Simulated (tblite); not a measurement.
# C22H16B2: the cost of one run

Computed with tblite 0.8.0 and PySCF 2.14.0 and routines of our own; the level stands in each step. Atoms count from 0.

### Step 1. The system as given

40 atoms, charge 0, multiplicity 1; geometry from: force field, distance geometry or constructed start.

### Step 2. Geometry optimisation with GFN2-xTB

Job settings and geometry (Å):

```
{"job": {"kind": "relax", "xc": "GFN2-xTB", "basis": "xTB"}, "charge": 0, "multiplicity": 1}
B      3.324300    -0.942800     1.654000
C      3.822500    -1.757100     0.419400
C      3.362600    -1.598000    -0.815800
C      2.046100    -0.951700    -1.144800
C      1.349800    -1.594300    -2.180000
C     -0.029800    -1.737700    -2.306200
C     -0.941200    -1.310100    -1.358000
C     -2.214000    -1.815200    -1.242700
C     -2.853200    -1.171200    -0.206600
C     -4.165000    -1.474100     0.165700
C     -4.913000    -0.891700     1.177400
C     -4.526400     0.085500     2.090700
C     -3.295500     0.723400     2.227400
C     -2.147200     0.581400     1.439200
C     -1.976500    -0.228400     0.319300
C     -0.783200    -0.304100    -0.419400
C      0.248500     0.663100    -0.474500
C      1.609900     0.251400    -0.515900
C      2.599400     1.066900     0.271200
C      3.198600     0.584400     1.372100
C      3.056900     2.384600    -0.211100
C      2.272500     3.322400    -0.722100
B      0.725100     3.243200    -0.775300
C     -0.141900     1.957100    -0.489900
H      3.752200    -1.248500     2.711200
H      4.656400    -2.428300     0.590400
H      3.845100    -2.176300    -1.591400
H      1.918400    -2.227200    -2.853800
H     -0.378600    -2.407400    -3.081400
H     -2.639100    -2.605200    -1.853600
H     -4.665000    -2.242100    -0.409800
H     -5.927500    -1.255300     1.285200
H     -5.280500     0.379800     2.809000
H     -3.213800     1.427500     3.044900
H     -1.301700     1.175600     1.763500
H      3.818000     1.231500     1.976400
H      4.111700     2.616300    -0.110500
H      2.722700     4.260900    -1.028300
H      0.141700     4.230800    -1.039800
H     -1.199500     2.204800    -0.486600
```

Run with:

```bash
> OMP_NUM_THREADS=1 python large_run.py task.json out
```

This one command runs all jobs of the session in turn.

**Question.** How long does this run take on 1 thread of Arm Neoverse V1, shared host?

About 3.9 s.
